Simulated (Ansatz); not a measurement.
# CH4Cl2O2Si: a ladder of functionals and wavefunction methods

One table from this session's results is given with a row withheld; the runs are named, their logs left out.

Program: Ansatz 0.2.0, Gaussian basis. Level of theory: functionals in def2-TZVPP, the program's frozen cores in correlated methods. These are calculated values, not measurements.

The runs, in order: PBE-D4, r2SCAN-D4, PBE0-D4, B3LYP-D4, ωB97X-V, ωB97M-V, B2PLYP; CCSD(T)/def2-TZVPP; MP2/def2-QZVPP; extrapolation to the limit.

## The relaxed structure

The geometry comes from an earlier relaxation with PBE0-D4 in a triple-zeta def2 set; it is a stationary point, not always the lowest conformer.

SMILES `CO[Si](O)(Cl)Cl`, 10 atoms, charge 0, spin multiplicity 1.

Atoms are counted from 1 here; the program's logs count them from 0.

Bond lengths: C1–O2 1.414 Å, C1–H7 1.094 Å, C1–H8 1.090 Å, C1–H9 1.094 Å, O2–Si3 1.613 Å, Si3–O4 1.615 Å, Si3–Cl5 2.044 Å, Si3–Cl6 2.028 Å, O4–H10 0.959 Å. Angles: O2–C1–H7 110.8°, O2–C1–H8 107.7°, O2–C1–H9 111.0°, H7–C1–H8 109.0°, H7–C1–H9 109.2°, H8–C1–H9 109.1°, C1–O2–Si3 126.2°, O2–Si3–O4 109.9°, O2–Si3–Cl5 108.9°, O2–Si3–Cl6 111.5°, O4–Si3–Cl5 111.4°, O4–Si3–Cl6 107.0°, Cl5–Si3–Cl6 108.3°, Si3–O4–H10 117.9°.

Set-up of the first run:

in.yaml

```yaml
crystal:
  periodic: [false, false, false]
  atoms:
    - {symbol: C, position_ang: [1.309668, -1.005587, 0.049061]}
    - {symbol: O, position_ang: [0.464562, -0.054085, -0.568249]}
    - {symbol: Si, position_ang: [-0.929238, 0.506753, 0.019473]}
    - {symbol: O, position_ang: [-1.546464, 1.607358, -0.988606]}
    - {symbol: Cl, position_ang: [-0.593334, 1.298279, 1.874360]}
    - {symbol: Cl, position_ang: [-2.307130, -0.970669, 0.198326]}
    - {symbol: H, position_ang: [0.799607, -1.966990, 0.156223]}
    - {symbol: H, position_ang: [2.183552, -1.136579, -0.588897]}
    - {symbol: H, position_ang: [1.634725, -0.660085, 1.034499]}
    - {symbol: H, position_ang: [-1.015956, 2.381605, -1.186180]}
basis:
  gaussian: {orbitals: def2-TZVPP}
hamiltonian: {xc: pbe, dispersion: d4}
output: {forces: true, orbitals: {seedname: orbitals}}
```

On the command line:

```
$ ansatz run in.yaml --threads 2 --pin off --events-out ev --progress --plain --max-ram 31744MiB --backend cuda --devices 0, --max-vram 18GiB
```

Among the steps run: PBE-D4 (GGA); r2SCAN-D4 (meta-GGA); PBE0-D4 (hybrid); B3LYP-D4 (hybrid); ωB97X-V (range-separated); ωB97M-V (range-separated); B2PLYP (double hybrid); CCSD(T) in def2-TZVPP; MP2 in def2-QZVPP.

One of the session's tables, all rows but one given; the rest of the session is left out.

| method | atomisation energy (kJ/mol) |
| --- | --- |
| PBE-D4 | 3931.7 |
| r2SCAN-D4 | 3889.2 |
| PBE0-D4 | 3856.1 |
| B3LYP-D4 | 3838.1 |
| ωB97X-V | 3882.4 |
| ωB97M-V | 3892.0 |
| B2PLYP | 3812.7 |
| HF/def2-TZVPP | 2797.1 |
| MP2/def2-TZVPP | 3885.3 |
| CCSD/def2-TZVPP | 3697.2 |
| CCSD(T)/def2-TZVPP | ? |
| MP2/CBS | 4009.3 |
| CCSD(T)/CBS | 3886.8 |

Q: Estimate the row for CCSD(T)/def2-TZVPP from the others.

As computed: atomisation energy (kJ/mol): 3762.8. In the column «atomisation energy (kJ/mol)» it lies between CCSD/def2-TZVPP (3697.2) and B2PLYP (3812.7).
